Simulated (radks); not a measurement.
# Pb⁶⁶⁺ in [Ne] 3s2 3p4: an all-electron calculation

The task here is to estimate one member of a computed series from the others.

Method: Dirac Kohn-Sham, OLYP, spin-unpolarised, spherical densities, finite nucleus; open shells fill j = l - 1/2 first. Code: radks (a radial shooting solver on a logarithmic mesh, Libxc functionals) version 1.

### What is computed

- element: lead (Z = 82)
- charge: +66
- electrons: 16
- configuration: [Ne] 3s2 3p4
- nuclear rms radius: 5.5012 fm

The first run:

The run's settings:

```text
Z 82
configuration [Ne] 3s2 3p4 4s0 3d0 4p0 4f0
relativity Dirac
functional optx,lyp
spin unpolarised
j_filling energy
nucleus finite rms 5.5012 fm
c 137.035999084
```

Among the steps run: Self-consistent calculation.

One table of the session follows, with a row left open; its other results are not shown here.

It belongs to the step «Shells». From the orbitals of this run (lengths in bohr):

| level | <r> | outermost maximum (interpolated) | 90 % within | nodes |
| --- | --- | --- | --- | --- |
| 1s1/2 | ? | ? | ? | ? |
| 2s1/2 | 0.06625 | 0.0571 | 0.104 | 1 |
| 2p1/2 | 0.05430 | 0.0418 | 0.0906 | 0 |
| 2p3/2 | 0.06293 | 0.0494 | 0.102 | 0 |
| 3s1/2 | 0.1620 | 0.154 | 0.237 | 2 |
| 3p1/2 | 0.1517 | 0.143 | 0.227 | 1 |
| 3p3/2 | 0.1647 | 0.156 | 0.244 | 1 |
| 3d3/2 | 0.1406 | 0.119 | 0.215 | 0 |
| 3d5/2 | 0.1447 | 0.123 | 0.220 | 0 |
| 4s1/2 | 0.3075 | 0.310 | 0.435 | 3 |
| 4p1/2 | 0.2990 | 0.301 | 0.428 | 2 |
| 4p3/2 | 0.3174 | 0.321 | 0.453 | 2 |
| 4f5/2 | 0.2603 | 0.229 | 0.380 | 0 |
| 4f7/2 | 0.2629 | 0.231 | 0.383 | 0 |

**Question.** Estimate the row for 1s1/2.

The run gave: <r>: 0.01606; outermost maximum (interpolated): 0.00985; 90 % within: 0.0294; nodes: 0. In the column «<r>» it is the lowest.

To keep in mind: Spin polarisation and multiplet splitting are left out.
